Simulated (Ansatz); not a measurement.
# NiPt4: the cost of one run

Program: Ansatz 0.2.0. Level of theory: DFT PBE, scalar-relativistic, plane waves, PAW. These are calculated values, not measurements.

1 further run of the same task is left out (set aside as unsound or not needed).

## (1) Starting point

The structure is hexagonal, space group P6_3/mmc (No. 194). Conventional cell: a = 2.747 Å, b = 2.747 Å, c = 22.877 Å, α = 90.00°, β = 90.00°, γ = 120.00°. Ni (site symmetry -6m2) has 6 Pt at 2.63 Å and 6 Ni at 2.75 Å as nearest neighbours. Pt (site symmetry 3m) is surrounded by 12 Pt at 2.75 to 2.89 Å. Pt (site symmetry 3m) has 3 Ni at 2.63 Å and 9 Pt at 2.75 to 2.89 Å as nearest neighbours.

Structure file:

```
Ni Pt
1.0
     2.74696    0.00000    0.00000
    -1.37348    2.37894    0.00000
     0.00000    0.00000   22.87728
Ni Pt
2 8
Direct
  0.33333 0.66667 0.25000
  0.66667 0.33333 0.75000
  0.33333 0.66667 0.05261
  0.33333 0.66667 0.44739
  0.66667 0.33333 0.94739
  0.66667 0.33333 0.55261
  0.33333 0.66667 0.84165
  0.33333 0.66667 0.65835
  0.66667 0.33333 0.15835
  0.66667 0.33333 0.34165
```

The cell was relaxed beforehand at this level, from a generated guess; it needn't be the stable form of this composition. At a tolerance of 0.05 Å it has space group P6_3/mmc (No. 194); it has 14.95 Å³/atom, an uncorrected energy of +0.03 eV/atom over the elements.

## (2) Static run: bands, density of states and charges

Contents of input.yaml:

```yaml
crystal:
  lattice:
    - [2.746960456, -2.89e-08, 0.0]
    - [-1.373480203, 2.3789375525, 0.0]
    - [0.0, 0.0, 22.8772837]
  atoms:
    - { symbol: Ni, position: [0.3333333333, 0.6666666667, 0.25], spin: 1.01 }
    - { symbol: Ni, position: [0.6666666667, 0.3333333333, 0.75], spin: 1.01 }
    - { symbol: Pt, position: [0.3333333333, 0.6666666667, 0.052609], spin: 0.15 }
    - { symbol: Pt, position: [0.3333333333, 0.6666666667, 0.447391], spin: 0.15 }
    - { symbol: Pt, position: [0.6666666667, 0.3333333333, 0.947391], spin: 0.15 }
    - { symbol: Pt, position: [0.6666666667, 0.3333333333, 0.552609], spin: 0.15 }
    - { symbol: Pt, position: [0.3333333333, 0.6666666667, 0.841652], spin: 0.27 }
    - { symbol: Pt, position: [0.3333333333, 0.6666666667, 0.658348], spin: 0.27 }
    - { symbol: Pt, position: [0.6666666667, 0.3333333333, 0.158348], spin: 0.27 }
    - { symbol: Pt, position: [0.6666666667, 0.3333333333, 0.341652], spin: 0.27 }
basis:
  ecutwfc: 420
kpoints:
  mp_grid: { grid: [18, 18, 2] }
  band_path:
    path:
      - [[0.0, 0.0, 0.0], [0.5, 0.0, 0.0], [0.33333333, 0.33333333, 0.0], [0.0, 0.0, 0.0], [0.0, 0.0, 0.5], [0.5, 0.0, 0.5], [0.33333333, 0.33333333, 0.5], [0.0, 0.0, 0.5]]
      - [[0.5, 0.0, 0.5], [0.5, 0.0, 0.0]]
      - [[0.33333333, 0.33333333, 0.5], [0.33333333, 0.33333333, 0.0]]
    npoints: 14
hamiltonian:
  xc: pbe
scf:
  occupations: { method: gaussian, width: 0.1 }
  n_extra_bands: 25
output:
  forces: true
  stress: true
  eigenvalues: true
  populations: true
  dos: { projected: true, de: 0.02, nscf_kmesh: { grid: [22, 22, 3] } }
  bader: true
  write_density: true
  write_potential: true
  elf: true
  volumetric_format: npy
magnetization:
  spin_polarized: true
checkpoint:
  read: start.run
  write: ck
  compress: false
  write_wavefunctions: false
  write_every: 100000
```

The run is started by

```bash
$ ansatz run input.yaml --threads 4 --pin off --max-ram 8192MiB --backend cpu --events-out ev --progress --plain --runs-dir out
```

What time and memory should one allow on 4 threads of Intel Xeon Platinum 8259CL at 2.50GHz (Skylake/Cascade Lake), shared host?

About 3.9 min, with a peak of 2.1 GiB.
